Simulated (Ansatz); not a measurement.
Working through vertical spin-state energies of C₂H₅ClOSi, SMILES C=C(Cl)[SiH2]O

Computed with Ansatz's Python interface.

The cells in order, each with its output:

```python
import ansatz as az
```

```python
SETTINGS = {
    "basis": "def2-TZVP",
    "xc": "pbe0",
}
```

```python
GEOMETRY = """
C     0.49860   -1.58680   -0.82520
C     0.44070   -0.60770    0.12470
Cl    1.67030   -0.69280    1.33180
Si   -0.74610    0.78250    0.20250
O    -0.09210    2.25420    0.30800
H     1.20120   -2.31100   -0.85970
H    -0.26090   -1.55640   -1.63060
H    -1.64600    0.60230    1.38790
H    -1.66760    0.76850   -0.96580
H     0.68490    2.29600    0.92940
"""
```

```python
molecule = az.Crystal.molecule()
for line in GEOMETRY.strip().splitlines():
    symbol, *xyz = line.split()
    molecule = molecule.atom(symbol, [float(v) for v in xyz])

setup = (
    molecule.calculation()
    .basis(gaussian=SETTINGS["basis"])
    .functional(SETTINGS["xc"])
    .scf(lower_state_search="standard")
)
found = {}
for unpaired in [0, 2]:
    report = setup.spin("collinear", total=unpaired).run(threads=1).report
    s = unpaired / 2
    found[unpaired] = report["free_energy_ev"]
    print(f"2S+1 = {unpaired + 1}: E = {found[unpaired]:.5f} eV, <S^2> = {abs(report['mean_field']['state']['spin_squared']):.3f} (pure state {s * (s + 1):.2f})")
lowest = min(found, key=found.get)
for unpaired, e in found.items():
    print(f"multiplicity {unpaired + 1}: {(e - found[lowest]):.3f} eV above the lowest")
```

    2S+1 = 1: E = -24593.18088 eV, <S^2> = 0.000 (pure state 0.00)
    2S+1 = 3: E = -24589.73290 eV, <S^2> = 2.009 (pure state 2.00)
    multiplicity 1: 0.000 eV above the lowest
    multiplicity 3: 3.448 eV above the lowest

In order: multiplicity 1 (+0.00 eV) and multiplicity 3 (+3.45 eV), all at the one geometry.

Reading the output:
- These settings explore the input space; basis and method may be short of convergence.
- The geometry is a force-field or estimated start, not a minimum of this method, and the basis set is short of its limit. All parts are taken at fixed geometry, without zero-point energy.
- It ran for 32 s on 1 thread of Arm Neoverse V1, on a shared host, peak memory 0.63 GiB.
